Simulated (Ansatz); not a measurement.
**CH8AlBSi2: up Jacob's ladder to CCSD(T)**

An exercise on one series of results from a longer session: the logs are not shown, and one member is left open.

Method: functionals in def2-TZVPP, the program's frozen cores in correlated methods; program: Ansatz 0.2.0, Gaussian basis.

The runs, in order: PBE-D4, r2SCAN-D4, PBE0-D4, B3LYP-D4, ωB97X-V, ωB97M-V, B2PLYP; CCSD(T)/def2-TZVPP; MP2/def2-QZVPP; extrapolation to the limit.

### Structure used throughout

The geometry comes from an earlier relaxation with PBE0-D4 in a triple-zeta def2 set; it is a stationary point, not always the lowest conformer.

13 atoms, charge 0, spin multiplicity 1.

Atoms are counted from 1 here; the program's logs count them from 0.

Bond lengths: B1–Si2 2.007 Å, B1–Al4 2.205 Å, B1–Si5 1.854 Å, B1–H6 1.239 Å, Si2–C3 1.902 Å, Si2–H7 1.490 Å, Si2–H8 1.491 Å, C3–Al4 1.952 Å, C3–H9 1.091 Å, C3–H10 1.096 Å, Al4–Si5 2.770 Å, Al4–H11 1.586 Å, Si5–H12 1.485 Å, Si5–H13 1.487 Å. Angles: Si2–B1–Al4 81.9°, Si2–B1–Si5 126.2°, Si2–B1–H6 111.3°, Al4–B1–Si5 85.6°, Al4–B1–H6 69.6°, Si5–B1–H6 112.7°, B1–Si2–C3 97.0°, B1–Si2–H7 114.2°, B1–Si2–H8 113.0°, C3–Si2–H7 111.8°, C3–Si2–H8 112.4°, H7–Si2–H8 108.3°, Si2–C3–Al4 91.7°, Si2–C3–H9 116.4° and more.

Coordinates:

```xyz
13
charge 0, multiplicity 1
B    -0.9909    0.7062    0.3388
Si   -0.3751   -1.0050    1.1873
C     1.4141   -0.9500    0.5448
Al    1.0668    0.6912   -0.4536
Si   -1.5159    0.9254   -1.4262
H    -0.3549    1.6774    0.7720
H    -1.0971   -2.2184    0.7104
H    -0.4441   -0.9740    2.6764
H     2.2007   -0.9459    1.3011
H     1.5861   -1.7968   -0.1293
H     2.0008    1.8372   -1.0290
H    -2.0305   -0.1755   -2.2795
H    -1.4394    2.1936   -2.1986
```

Set-up of the first run:

The input, in.yaml:

```yaml
crystal:
  periodic: [false, false, false]
  atoms:
    - {symbol: B, position_ang: [-0.990928, 0.706185, 0.338830]}
    - {symbol: Si, position_ang: [-0.375084, -1.005016, 1.187271]}
    - {symbol: C, position_ang: [1.414088, -0.949999, 0.544847]}
    - {symbol: Al, position_ang: [1.066836, 0.691170, -0.453558]}
    - {symbol: Si, position_ang: [-1.515919, 0.925396, -1.426162]}
    - {symbol: H, position_ang: [-0.354908, 1.677384, 0.771996]}
    - {symbol: H, position_ang: [-1.097093, -2.218371, 0.710381]}
    - {symbol: H, position_ang: [-0.444114, -0.974010, 2.676436]}
    - {symbol: H, position_ang: [2.200676, -0.945947, 1.301060]}
    - {symbol: H, position_ang: [1.586069, -1.796793, -0.129271]}
    - {symbol: H, position_ang: [2.000760, 1.837197, -1.028979]}
    - {symbol: H, position_ang: [-2.030470, -0.175507, -2.279530]}
    - {symbol: H, position_ang: [-1.439413, 2.193610, -2.198621]}
basis:
  gaussian: {orbitals: def2-TZVPP}
hamiltonian: {xc: pbe, dispersion: d4}
output: {forces: true, orbitals: {seedname: orbitals}}
```

Run with:

```console
> ansatz run in.yaml --threads 4 --pin off --events-out ev --progress --plain --max-ram 10444MiB
```

Among the steps run: PBE-D4 (GGA); r2SCAN-D4 (meta-GGA); PBE0-D4 (hybrid); B3LYP-D4 (hybrid); ωB97X-V (range-separated); ωB97M-V (range-separated); B2PLYP (double hybrid); CCSD(T) in def2-TZVPP; MP2 in def2-QZVPP.

One table of the session follows, with a row left open; its other results are not shown here.

```
            method  atomisation energy (eV)
            PBE-D4                   43.194
         r2SCAN-D4                   43.335
           PBE0-D4                   42.984
          B3LYP-D4                   42.775
           ωB97X-V                   43.194
           ωB97M-V                   43.023
            B2PLYP                   42.216
     HF/def2-TZVPP                   32.264
    MP2/def2-TZVPP                   42.044
   CCSD/def2-TZVPP                   41.250
CCSD(T)/def2-TZVPP                   41.857
           MP2/CBS                        ?
       CCSD(T)/CBS                   42.893
```

Estimate the missing values for MP2/CBS.

**Answer.** atomisation energy (eV): 43.081. In the column «atomisation energy (eV)» it lies between ωB97M-V (43.023) and PBE-D4 (43.194).
